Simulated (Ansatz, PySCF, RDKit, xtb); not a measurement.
# Solving BSi2H8O+, step by step

Only the formula BSi2H8O+ is given (charge +1). Aim: find the structure of lowest free energy at 298.15 K, then its properties.

The funnel: GFN2-xTB relaxations, single points with a density functional, relaxations at B3LYP/6-31G*, harmonic vibrations, and a last energy at a higher level. All values are calculated.

7 further runs of the same task are left out: 7 set aside as unsound or not needed.

### 1 Possible bonding patterns

A program enumerates the bonding patterns with one Lewis structure each (two rings at most, one unusual centre or charged pair), with their diastereomers. O–O, O–halogen and N–halogen bonds and N–N–N chains are not drawn. That gives 22 candidates.

c075 [OH2+][SiH2][BH2-][SiH2+]; c078 [SiH3]B[OH+][SiH3]; c082 [OH2+][BH2-][SiH2][SiH2+]; c095 [BH3-][SiH+][OH+][SiH3]; c128 [SiH2+][OH+][BH2-][SiH3]; c187 B[SiH2][SiH2][OH2+]; c200 [OH2+]B[SiH2][SiH3]; c230 [BH3-][Si+]([OH2+])[SiH3]; c241 B[SiH2][OH+][SiH3]; c243 B[O+]([SiH3])[SiH3]; c293 [BH3-][OH+][SiH+][SiH3]; c422 B[Si@H]([OH2+])[SiH3]; c567 [OH2+][SiH+][BH2-][SiH3]; c604 [OH2+][BH2-][SiH+][SiH3]; c613 [OH2+]B([SiH3])[SiH3]; c664 B[OH+][SiH2][SiH3]; c671 [OH2+][B@H-]([SiH2+])[SiH3]; c746 [BH3-][O+]([SiH2+])[SiH3]; c763 [SiH2+][BH2-][OH+][SiH3]; c771 [BH3-][OH+][SiH2][SiH2+]; c775 [OH2+][SiH2]B[SiH3]; c855 [BH3-][SiH+][SiH2][OH2+].

Candidates are built by distance geometry, with a force field where one applies, in up to four conformers (letters a to d). 2 starts with atoms placed at random are added, to find patterns that the rules miss.

Q: Predict the outcome of this search (final energies at CCSD(T)/def2-SVP + MP2/def2-TZVPP - MP2/def2-SVP).

| quantity | value |
| --- | --- |
| lowest structure found | B[O+]([SiH3])[SiH3], singlet, Cs |
| next finalist | B[SiH2][OH+][SiH3], singlet, 28.9 kcal/mol higher in G |
| share at equilibrium, among the finalists | 100.0 % |
| harmonic wavenumbers, lowest and highest (B3LYP/6-31G*) | 60 and 2830 cm⁻¹ |
| rotational constants, same geometry | 0.2162, 0.09693, 0.07041 cm⁻¹ |
| HOMO energy (PBE0/def2-TZVPD) | -14.62 eV |
| LUMO energy (PBE0/def2-TZVPD) | -6.23 eV |
| HOMO–LUMO gap (PBE0/def2-TZVPD) | 8.39 eV |
| lowest excitation (TD-PBE0/def2-SVPD) | 6.49 eV (f = 0.000) |
| lowest triplet excitation, same level, Tamm-Dancoff | 5.69 eV |
| vertical ionisation energy | 16.62 eV |
| vertical recombination energy (electron added) | 4.49 eV |
| vertical triplet less singlet | +5.81 eV |

The lowest structure found is `B[O+]([SiH3])[SiH3]`. Among the finalists first place is clear (28.9 kcal/mol); structures outside the list aren't covered. B3LYP/6-31G*, HF/def2-SVP and MP2/def2-SVP already put its bonding pattern lowest among the structures in one piece. The search is not exhaustive (a finite list of starts, one conformer a finalist), so a lower isomer can't be ruled out. Patterns outside the rules of the enumeration were met only by chance.
